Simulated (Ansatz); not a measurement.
# Zr₃Pb, space group I4/mmm: an equation of state with a fit

Program: the Python package of Ansatz (0.2.0).

The cells in order, each with its output:

**Cell 1**
```python
from dataclasses import dataclass
import warnings

import ansatz
import numpy as np


@dataclass(frozen=True)
class Settings:
    dispersion: str = 'D3(BJ)'
    occupations: str = 'Fermi-Dirac'
    smearing_width: float = 0.15
    ecut: int = 500
    kgrid: tuple[int, ...] = (7, 7, 7)
```

**Cell 2**
```python
settings = Settings()

vectors0 = np.array([
    [-2.192261, 2.192261, 4.819602],
    [2.192261, -2.192261, 4.819602],
    [2.192261, 2.192261, -4.819602],
])
sites = [
    ('Zr', (0.75, 0.25, 0.5)),
    ('Zr', (0.25, 0.75, 0.5)),
    ('Zr', (0.5, 0.5, 0.0)),
    ('Pb', (0.0, 0.0, 0.0)),
]
```

**Cell 3**
```python
def make_crystal(cell):
    crystal = ansatz.Crystal(lattice=ansatz.Lattice.of(cell))
    for symbol, position in sites:
        crystal = crystal.atom(symbol, position)
    return crystal

warnings.simplefilter('ignore', ansatz.DeckWarning)

volumes, energies, pressures = [], [], []
for scale in np.linspace(0.88, 1.12, 7):
    cell = vectors0 * scale ** (1 / 3)
    setup = (
        make_crystal(cell).calculation()
        .functional(ansatz.Functional.PBESOL, dispersion=settings.dispersion)
        .occupations(settings.occupations, width=settings.smearing_width)
        .basis(settings.ecut)
        .kpoints(*settings.kgrid)
        .stress()
    )
    data = setup.run(threads=1).report
    volumes.append(abs(np.linalg.det(cell)) / len(sites))
    energies.append(data['free_energy_ev'] / len(sites))
    pressures.append(np.trace(data['stress_gpa']) / 3)
    print(f'V = {volumes[-1]:8.4f} A^3/atom  F = {energies[-1]:.5f} eV/atom  P = {pressures[-1]:8.3f} GPa')
```
Output:
```text
V =  20.3835 A^3/atom  F = -6036.03747 eV/atom  P =    6.127 GPa
V =  21.3100 A^3/atom  F = -6036.05626 eV/atom  P =    0.568 GPa
V =  22.2365 A^3/atom  F = -6036.04611 eV/atom  P =   -3.918 GPa
V =  23.1630 A^3/atom  F = -6036.01261 eV/atom  P =   -7.539 GPa
V =  24.0896 A^3/atom  F = -6035.96027 eV/atom  P =  -10.456 GPa
V =  25.0161 A^3/atom  F = -6035.89278 eV/atom  P =  -12.797 GPa
V =  25.9426 A^3/atom  F = -6035.81317 eV/atom  P =  -14.665 GPa
```

**Cell 4**
```python
x = np.array(volumes) ** (-2 / 3)
poly = np.polynomial.Polynomial.fit(x, energies, 3).convert()
roots = poly.deriv().roots()
x0 = min((r.real for r in roots if abs(r.imag) < 1e-9 and poly.deriv(2)(r.real) > 0), key=lambda r: abs(r - x.mean()))
v0 = x0 ** -1.5
b0 = 4 / 9 * poly.deriv(2)(x0) * v0 ** (-7 / 3) * 160.21766
b1 = 4 + 2 / 3 * x0 * poly.deriv(3)(x0) / poly.deriv(2)(x0)
print(f'V0 = {v0:.4f} A^3/atom, B0 = {b0:.1f} GPa, dB/dP = {b1:.2f}')
```
Output:
```text
V0 = 21.4161 A^3/atom, B0 = 112.6 GPa, dB/dP = 4.03
```

A third-order Birch-Murnaghan fit through the 7 points has its minimum at 21.42 Å³ an atom, 7.5 % below the typed cell, with a bulk modulus of 113 GPa and dB/dP = 4.0. From that minimum the energy rises by 19.0 meV an atom on the compressed side and 243.3 meV on the expanded side. The window is off centre, so dB/dP is rough.

What to keep in mind:
- Absolute energies stand on the zero of these potentials, so only differences at equal settings mean something.
- Shape and fractional positions are held along the curve, so the bulk modulus is an upper value where they are free to relax.
- Dispersion corrections can be off by several per cent in the lattices of metals, and by several GPa in the pressure at a fixed cell.
- For a metal this k-point mesh is coarse: on a finer one energies can move by several to tens of meV an atom and pressures by half a GPa or more, differences at one mesh by less.
- A Fermi-Dirac width this large means warm electrons, whose thermal share enters the free energy.
- Pressure is positive in compression.
- Spin-orbit coupling, which matters for elements this heavy, is left out.
- At these settings the cell as given stands under about -8 GPa, so it isn't at this functional's equilibrium volume.
- This cell is a computed structure, which may not be the phase found in nature.
- The whole script took 55 s on 1 thread of Arm Neoverse V1 (shared host), peak memory 0.54 GiB.
